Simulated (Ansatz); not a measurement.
# CH4MgO2: basis-set convergence

The task here is to estimate one member of a computed series from the others.

Computed with Ansatz 0.2.0, Gaussian basis. Level: one geometry, several basis sets.

Plan: PBE0-D4/def2-SVP; ωB97M-V/def2-SVP; PBE0-D4/def2-QZVPP; ωB97M-V/def2-QZVPP; the functionals' def2-TZVPP values are taken from earlier runs.

## The geometry

The geometry comes from an earlier relaxation with PBE0-D4 in a triple-zeta def2 set; it is a stationary point, not always the lowest conformer.

SMILES `C[O][Mg][OH]`, 8 atoms, charge 0, spin multiplicity 1.

Atoms are counted from 1 here; the program's logs count them from 0.

Bond lengths: C1–O2 1.376 Å, C1–H5 1.100 Å, C1–H6 1.100 Å, C1–H7 1.100 Å, O2–Mg3 1.757 Å, Mg3–O4 1.765 Å, O4–H8 0.948 Å. Angles: O2–C1–H5 111.8°, O2–C1–H6 111.8°, O2–C1–H7 111.8°, H5–C1–H6 107.1°, H5–C1–H7 107.1°, H6–C1–H7 107.1°, C1–O2–Mg3 179.6°, O2–Mg3–O4 177.4°, Mg3–O4–H8 155.9°.

As a file:

```xyz
8

C     0.0706    1.6010   -0.6818
O     0.0354    0.3330   -0.1495
Mg    0.0034   -1.2868    0.5307
O     0.0511   -2.9133    1.2151
H     1.1013    1.9661   -0.7992
H    -0.4578    2.3256   -0.0452
H    -0.4006    1.6400   -1.6747
H    -0.3114   -3.7227    1.5488
```

Set-up of the first run:

in.yaml

```yaml
crystal:
  periodic: [false, false, false]
  atoms:
    - {symbol: C, position_ang: [0.070604, 1.600991, -0.681751]}
    - {symbol: O, position_ang: [0.035432, 0.333002, -0.149478]}
    - {symbol: Mg, position_ang: [0.003427, -1.286825, 0.530685]}
    - {symbol: O, position_ang: [0.051142, -2.913331, 1.215080]}
    - {symbol: H, position_ang: [1.101311, 1.966116, -0.799227]}
    - {symbol: H, position_ang: [-0.457764, 2.325634, -0.045156]}
    - {symbol: H, position_ang: [-0.400605, 1.640004, -1.674712]}
    - {symbol: H, position_ang: [-0.311447, -3.722690, 1.548757]}
basis:
  gaussian: {orbitals: def2-SVP}
hamiltonian: {xc: pbe0, dispersion: d4}
output: {orbitals: {seedname: orbitals}}
```

Launch:

```sh
$ ansatz run in.yaml --threads 2 --pin off --events-out ev --progress --plain --max-ram 22528MiB --backend cpu
```

Among the steps run: PBE0-D4 in def2-SVP; ωB97M-V in def2-SVP; PBE0-D4 in def2-QZVPP; ωB97M-V in def2-QZVPP.

One table of the session follows, with a row left open; its other results are not shown here.

It belongs to the step «Functionals by basis». 

```
functional       basis  HOMO (eV)  LUMO (eV)
   PBE0-D4    def2-SVP      -7.02      -0.94
   PBE0-D4  def2-TZVPP          ?          ?
   PBE0-D4  def2-QZVPP      -7.13      -1.09
   ωB97M-V    def2-SVP      -9.46       0.34
   ωB97M-V  def2-TZVPP      -9.56       0.20
   ωB97M-V  def2-QZVPP      -9.57      -0.01
```

Q: Estimate the row for PBE0-D4, def2-TZVPP from the others.

As computed: HOMO (eV): -7.11; LUMO (eV): -1.05. In the column «HOMO (eV)» it lies between PBE0-D4, def2-QZVPP (-7.13) and PBE0-D4, def2-SVP (-7.02).
